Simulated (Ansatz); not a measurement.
**Ge₂H₆O₂: up Jacob's ladder to CCSD(T)**

The task here is to estimate one member of a computed series from the others.

The runs use Ansatz 0.2.0, Gaussian basis; functionals in def2-TZVPP, the program's frozen cores in correlated methods.

Levels to be run: LDA (SPW92), PBE-D4, revPBE-D4, BLYP-D4, r2SCAN-D4, B97M-V, PBE0-D4, B3LYP-D4, r2SCANh-D4, r2SCAN0-D4, HSE06-D4, BHLYP-D4, CAM-B3LYP-D4, LC-ωPBE, ωB97X-V, ωB97M-V, B2PLYP, PBE-QIDH; CCSD(T)/def2-SVP; CCSD(T)/def2-TZVPP; MP2/def2-QZVPP; extrapolation to the limit; RPA on PBE.

## The geometry

All runs share one geometry, relaxed beforehand with PBE0-D4 in a triple-zeta def2 set.

SMILES `[OH][GeH2][GeH2][OH]`, 10 atoms, charge 0, spin multiplicity 1.

Atoms are counted from 1 here; the program's logs count them from 0.

Bond lengths: O1–Ge2 1.791 Å, O1–H5 0.960 Å, Ge2–Ge3 2.444 Å, Ge2–H6 1.534 Å, Ge2–H7 1.547 Å, Ge3–O4 1.791 Å, Ge3–H8 1.534 Å, Ge3–H9 1.547 Å, O4–H10 0.960 Å. Angles: Ge2–O1–H5 112.5°, O1–Ge2–Ge3 109.9°, O1–Ge2–H6 103.9°, O1–Ge2–H7 109.4°, Ge3–Ge2–H6 113.2°, Ge3–Ge2–H7 110.2°, H6–Ge2–H7 110.0°, Ge2–Ge3–O4 109.9°, Ge2–Ge3–H8 113.2°, Ge2–Ge3–H9 110.2°, O4–Ge3–H8 103.9°, O4–Ge3–H9 109.4°, H8–Ge3–H9 110.0°, Ge3–O4–H10 112.5°.

As a file:

```mol
Ge2H6O2
  3D, bonds by distance, orders not assigned

 10  9  0  0  0  0  0  0  0  0999 V2000
   -0.3093    2.4550   -0.0064 O   0  0
    0.6007    0.9841    0.4567 Ge  0  0
   -0.7215   -1.0064   -0.0542 Ge  0  0
    0.3085   -2.4667    0.0578 O   0  0
   -0.4250    2.5321   -0.9559 H   0  0
    0.8600    1.1685    1.9578 H   0  0
    1.9435    0.9464   -0.3113 H   0  0
   -1.8405   -1.2657    0.9631 H   0  0
   -1.3154   -0.9032   -1.4792 H   0  0
    0.9819   -2.4951   -0.6254 H   0  0
  1  2  8  0
  2  3  8  0
  3  4  8  0
  1  5  8  0
  2  6  8  0
  2  7  8  0
  3  8  8  0
  3  9  8  0
  4 10  8  0
M  END
```

Set-up of the first run:

Contents of in.yaml:

```yaml
crystal:
  periodic: [false, false, false]
  atoms:
    - {symbol: O, position_ang: [-0.309256, 2.454965, -0.006439]}
    - {symbol: Ge, position_ang: [0.600728, 0.984126, 0.456680]}
    - {symbol: Ge, position_ang: [-0.721451, -1.006356, -0.054168]}
    - {symbol: O, position_ang: [0.308544, -2.466661, 0.057762]}
    - {symbol: H, position_ang: [-0.425020, 2.532119, -0.955905]}
    - {symbol: H, position_ang: [0.860048, 1.168481, 1.957793]}
    - {symbol: H, position_ang: [1.943459, 0.946350, -0.311292]}
    - {symbol: H, position_ang: [-1.840548, -1.265747, 0.963144]}
    - {symbol: H, position_ang: [-1.315383, -0.903235, -1.479215]}
    - {symbol: H, position_ang: [0.981881, -2.495141, -0.625359]}
basis:
  gaussian: {orbitals: def2-TZVPP}
hamiltonian: {xc: lda}
output: {orbitals: {seedname: orbitals}}
```

Command:

```console
$ ansatz run in.yaml --threads 4 --pin off --events-out ev --progress --plain --max-ram 10444MiB
```

Among the steps run: LDA; PBE-D4 (GGA); revPBE-D4 (GGA); BLYP-D4 (GGA); r2SCAN-D4 (meta-GGA); B97M-V (meta-GGA); PBE0-D4 (hybrid); B3LYP-D4 (hybrid); r2SCANh-D4 (hybrid); r2SCAN0-D4 (hybrid); HSE06-D4 (hybrid); BHLYP-D4 (hybrid); CAM-B3LYP-D4 (range-separated); LC-ωPBE (range-separated); ωB97X-V (range-separated); ωB97M-V (range-separated); B2PLYP (double hybrid); PBE-QIDH (double hybrid).

One of the session's tables, all rows but one given; the rest of the session is left out.

It belongs to the step «Frontier levels by functional». 

```
  functional  HOMO (eV)  gap (eV)
 LDA (SPW92)      -6.30      4.46
      PBE-D4      -6.17      4.58
   revPBE-D4      -6.12      4.66
     BLYP-D4      -6.07      4.57
   r2SCAN-D4      -6.49      5.18
      B97M-V      -6.62      5.17
     PBE0-D4      -7.49      6.72
    B3LYP-D4      -7.28      6.27
  r2SCANh-D4      -6.98      5.95
  r2SCAN0-D4      -7.69      7.09
    HSE06-D4      -7.09      5.95
    BHLYP-D4      -8.67      8.71
CAM-B3LYP-D4      -8.79      8.97
     LC-ωPBE          ?         ?
     ωB97X-V      -9.74     10.96
     ωB97M-V      -9.59     10.56
```

Q: Estimate the row for LC-ωPBE from the others.

As computed: HOMO (eV): -10.04; gap (eV): 11.45. In the column «HOMO (eV)» it is the lowest.
